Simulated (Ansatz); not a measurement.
Be4InCu:

```
In Cu Be
1.0
     0.00000    3.19204    3.19204
     3.19204    0.00000    3.19204
     3.19204    3.19204    0.00000
In Cu Be
1 1 4
Direct
  0.00000 0.00000 0.00000
  0.25000 0.25000 0.25000
  0.12890 0.62370 0.62370
  0.62370 0.62370 0.62370
  0.62370 0.62370 0.12890
  0.62370 0.12890 0.62370
```

The cell comes from a database or a generator and needn't be the stable form of this composition.

* Program: Ansatz 0.2.0
* Task: single point
* Functional: PBE
* Potentials or basis: Ansatz PAW
* Cutoff: 420 eV (not typed: the program's choice for these potentials)
* k mesh: 7 × 7 × 7
* Occupations: fermi-dirac, width 0.05 eV
* Spin: no spin polarisation

On this cell: pressure 0.7 GPa; largest force 0.041 eV/Å; band gap on the k mesh none (metal or under the smearing width).

The same run follows on a disturbed copy (atoms moved at random, drawn with an rms of 0.05 Å):

```
In Cu Be
1.0
     0.00000    3.19204    3.19204
     3.19204    0.00000    3.19204
     3.19204    3.19204    0.00000
In Cu Be
1 1 4
Direct
  0.00605 0.99599 0.00364
  0.24522 0.25426 0.24110
  0.12208 0.62812 0.62272
  0.61420 0.61734 0.62746
  0.62166 0.62152 0.12557
  0.62852 0.12127 0.62756
```

What does the disturbed cell give?

The energy (extrapolated to zero smearing) moves by +4.2 meV/atom; pressure 0.8 GPa; largest force 0.367 eV/Å; band gap on the k mesh none (metal or under the smearing width).

Forces on the atoms (eV/Å):
```
In  -0.015 -0.338 -0.142
Cu   0.028  0.148 -0.016
Be  -0.195  0.186 -0.043
Be  -0.013  0.091  0.233
Be   0.088  0.185 -0.068
Be   0.105 -0.271  0.036
```

Stress tensor (GPa, compression positive):
```
 1.00 -0.03  0.13
-0.03  1.09  0.27
 0.13  0.27  0.45
```
